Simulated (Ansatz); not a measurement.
# BaMn2Bi2: the cost of one run

Computed with Ansatz 0.2.0 (DFT r²SCAN, scalar-relativistic, plane waves, PAW, unless a step's input says otherwise).

**1. Starting point**

The structure is tetragonal, space group I4/mmm (No. 139). The conventional cell has a = 4.590 Å, b = 4.590 Å, c = 14.517 Å, α = 90.00°, β = 90.00°, γ = 90.00°. Around Ba (site symmetry 4/mmm) lie 8 Bi at 3.75 Å and 8 Mn at 4.29 Å. Mn (site symmetry -4m2) has 4 Bi at 2.88 Å and 4 Mn at 3.25 Å in its first shell of neighbours. Bi (site symmetry 4mm) is surrounded by 4 Mn at 2.88 Å.

Coordinates:

```xyz
5
Lattice="-2.2950 2.2950 7.2587 2.2950 -2.2950 7.2587 2.2950 2.2950 -7.2587" Properties=species:S:1:pos:R:3 pbc="T T T"
Ba    0.0000    0.0000    0.0000
Mn    2.2950    0.0000    3.6294
Mn    0.0000    2.2950    3.6294
Bi    0.0000    0.0000    5.3764
Bi    0.0000    0.0000    9.1410
```

An earlier run at r²SCAN left this cell at 30.586 Å³/atom and -0.01 GPa (12×12×12 mesh).

**2. Antiferromagnetic, in the cell as typed**

input.yaml reads:

```yaml
crystal:
  lattice:
    - [-2.2950271284, 2.2950271284, 7.2587019471]
    - [2.2950271284, -2.2950271284, 7.2587019471]
    - [2.2950271284, 2.2950271284, -7.2587019471]
  atoms:
    - { symbol: Ba, position: [0.0, 0.0, 0.0] }
    - { symbol: Mn, position: [0.25, 0.75, 0.5], spin: 3.5 }
    - { symbol: Mn, position: [0.75, 0.25, 0.5], spin: -3.5 }
    - { symbol: Bi, position: [0.3703404777, 0.3703404777, 0.0] }
    - { symbol: Bi, position: [0.6296595223, 0.6296595223, 0.0] }
basis:
  ecutwfc: 500
  ecutrho_ratio: 4
kpoints:
  mp_grid: { grid: [12, 12, 12] }
hamiltonian:
  xc: r2scan
scf:
  occupations: { method: gaussian, width: 0.05 }
  lower_state_search: "off"
output:
  forces: true
  stress: true
  eigenvalues: true
  populations: true
magnetization:
  spin_polarized: true
```

Started as:

```bash
ansatz run input.yaml --threads 4 --pin off --max-ram 10240MiB --backend cpu --events-out ev --progress --plain --runs-dir out
```

**Question.** How long does this run take on 4 threads of AMD EPYC 9R45 (Zen 5), shared host, and how much memory does it need?

About 51 s, with a peak of 2.4 GiB.
